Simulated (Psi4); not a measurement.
# GaClF (SMILES [F][Ga][Cl]) at UBP86/def2-SVP (density fitting with def2-universal-jkfit, sweep point 3)

Aim: the vertical ionisation energy of GaClF at UBP86/def2-SVP (density fitting with def2-universal-jkfit, sweep point 3), from 2 runs. 

Program for the calculation: Psi4 1.11.

2 further runs of the same task are left out: 2 for a known fault of the program.

**1. The structure to begin with**

GaClF has 3 atoms, charge 0, and is taken as a doublet. As SMILES, `[F][Ga][Cl]`. The shape is that of a PBE0-D4/def2-TZVP optimisation.

Bond lengths: F1–Ga2 1.758 Å, Ga2–Cl3 2.157 Å. Angles: F1–Ga2–Cl3 117.7°.

**2. A single-point energy at UBP86/def2-SVP (density fitting with def2-universal-jkfit, sweep point 3)**

Input file input.dat:

```
memory 1600 mb

molecule molecule1 {
  0 2
  F     -2.68548980     0.55916996    -1.42636528
  Ga     0.12547781     1.22756609     0.21202727
  Cl     2.53960294    -1.90919030     1.18920465
  units bohr
  symmetry c1
}

set reference uks
set puream true
set scf_type df
set dft_radial_points 99
set dft_spherical_points 590
set df_basis_scf def2-universal-jkfit
set maxiter 150

E = energy('bp86/def2-SVP')
print_variables()
```

Command:

```sh
$ psi4 -i input.dat -o output.dat -n 1
```

output.dat:

```text
[...]
  Running in c1 symmetry.
[...]
  Nuclear repulsion =  237.378679143771194
[...]
  Multiplicity = 2
[...]
  Nalpha       = 29
  Nbeta        = 28
[...]
    Number of basis functions: 64
[...]
   @DF-UKS iter   1: -2482.63532083862310   -1.16581e+00   4.11975e-02 ADIIS/DIIS
[...]
   @DF-UKS iter  12: -2484.79264842901512   -2.18324e-09   9.82504e-08 DIIS
[...]
   @S^2 Observed:                7.516236125E-01
[...]
    Orbital Energies [Eh]
    ---------------------
    Alpha Occupied:
       1A   -371.065019     2A   -100.705546     3A    -45.383058
       4A    -40.238999     5A    -40.237273     6A    -40.235968
       7A    -24.264193     8A     -9.189672     9A     -7.018590
      10A     -7.010784    11A     -7.010126    12A     -5.317271
      13A     -3.649651    14A     -3.644878    15A     -3.641728
      16A     -1.027391    17A     -0.796587    18A     -0.782630
      19A     -0.780727    20A     -0.780721    21A     -0.773864
      22A     -0.733989    23A     -0.433919    24A     -0.367133
      25A     -0.341985    26A     -0.338685    27A     -0.299383
      28A     -0.295579    29A     -0.226913
    Alpha Virtual:
[...]
  @DF-UKS Final Energy: -2484.79264842901512
   => Energetics <=
    Nuclear Repulsion Energy =            237.3786791437711940
    One-Electron Energy =               -3931.1132704463216214
    Two-Electron Energy =                1323.0224554576234368
    DFT Exchange-Correlation Energy =    -114.0805125840879271
    Empirical Dispersion Energy =           0.0000000000000000
    VV10 Nonlocal Energy =                  0.0000000000000000
    Total Energy =                      -2484.7926484290151166
[...]
 Multipole Moments:
 ------------------------------------------------------------------------------------
     Multipole            Electronic (a.u.)      Nuclear  (a.u.)        Total (a.u.)
 ------------------------------------------------------------------------------------
 L = 1.  Multiply by 2.5417464519 to convert [e a0] to [Debye]
 Dipole X            :         -1.0545852            1.4061565            0.3515713
 Dipole Y            :          3.1590319           -2.5881039            0.5709280
 Dipole Z            :         -0.0000000           -0.0000000           -0.0000000
 Magnitude           :                                                    0.6704932
[...]
```

Wall time 5.7 s (1 thread of Intel Xeon Platinum 8488C (Sapphire Rapids), shared host); peak memory 0.47 GiB.

**3. The singlet cation**

Input file input.dat:

```
memory 1600 mb

molecule {
  1 1
  F     -2.68548980     0.55916996    -1.42636528
  Ga     0.12547781     1.22756609     0.21202727
  Cl     2.53960294    -1.90919030     1.18920465
  units au
  symmetry c1
}

set puream true
set scf_type df
set dft_radial_points 99
set dft_spherical_points 590
set df_basis_scf def2-universal-jkfit

energy('bp86/def2-SVP')
```

Command:

```sh
$ psi4 -n 1 input.dat output.dat
```

output.dat:

```text
[...]
  Running in c1 symmetry.
[...]
  Nuclear repulsion =  237.378679143771194
[...]
  Multiplicity = 1
[...]
  Nalpha       = 28
  Nbeta        = 28
[...]
    Number of basis functions: 64
[...]
   @DF-RKS iter   1: -2481.96716801189132   -4.97655e-01   4.19771e-02 ADIIS/DIIS
[...]
   @DF-RKS iter  13: -2484.43800541026530   -3.23530e-08   4.77736e-07 DIIS
[...]
    Orbital Energies [Eh]
    ---------------------
    Doubly Occupied:
       1A   -371.383363     2A   -100.983136     3A    -45.698508
       4A    -40.554527     5A    -40.553577     6A    -40.550946
       7A    -24.536739     8A     -9.464572     9A     -7.296887
      10A     -7.283858    11A     -7.283576    12A     -5.633125
      13A     -3.964137    14A     -3.962475    15A     -3.955706
      16A     -1.288921    17A     -1.101834    18A     -1.095919
      19A     -1.094339    20A     -1.091600    21A     -1.082915
      22A     -0.997812    23A     -0.692478    24A     -0.623838
      25A     -0.593746    26A     -0.591828    27A     -0.544156
      28A     -0.541318
[...]
  @DF-RKS Final Energy: -2484.43800541026530
   => Energetics <=
    Nuclear Repulsion Energy =            237.3786791437711940
    One-Electron Energy =               -3914.6214101162554471
    Two-Electron Energy =                1306.5273664409264711
    DFT Exchange-Correlation Energy =    -113.7226408787075371
    Empirical Dispersion Energy =           0.0000000000000000
    VV10 Nonlocal Energy =                  0.0000000000000000
    Total Energy =                      -2484.4380054102653048
[...]
 Multipole Moments:
 ------------------------------------------------------------------------------------
     Multipole            Electronic (a.u.)      Nuclear  (a.u.)        Total (a.u.)
 ------------------------------------------------------------------------------------
 L = 1.  Multiply by 2.5417464519 to convert [e a0] to [Debye]
 Dipole X            :         -0.7477350            1.4061565            0.6584216
 Dipole Y            :          3.7139750           -2.5881039            1.1258712
 Dipole Z            :         -0.0000000           -0.0000000           -0.0000000
 Magnitude           :                                                    1.3042641
[...]
```

It took 4.8 s on 1 thread of Intel Xeon Platinum 8488C (Sapphire Rapids), shared host; peak memory 0.46 GiB.

**4. Outcome**

At UBP86/def2-SVP (density fitting with def2-universal-jkfit, sweep point 3):

```
                                          quantity           value
                       doublet GaClF: total energy  -2484.79265 Eh
                      doublet GaClF: dipole moment          1.70 D
 doublet GaClF: HOMO energy (highest over α and β)        -6.17 eV
  doublet GaClF: LUMO energy (lowest over α and β)        -5.09 eV
                               doublet GaClF: ⟨S²⟩           0.752
                      singlet cation: total energy  -2484.43801 Eh
                       singlet cation: HOMO energy       -14.73 eV
                       singlet cation: LUMO energy       -13.07 eV
                     singlet cation: HOMO–LUMO gap         1.66 eV
vertical ionisation energy (to the singlet cation)        9.650 eV
```

In words: Removing an electron at fixed nuclei costs 9.65 eV (931 kJ/mol). Only the singlet of the ionised species was computed; a triplet could lie lower.
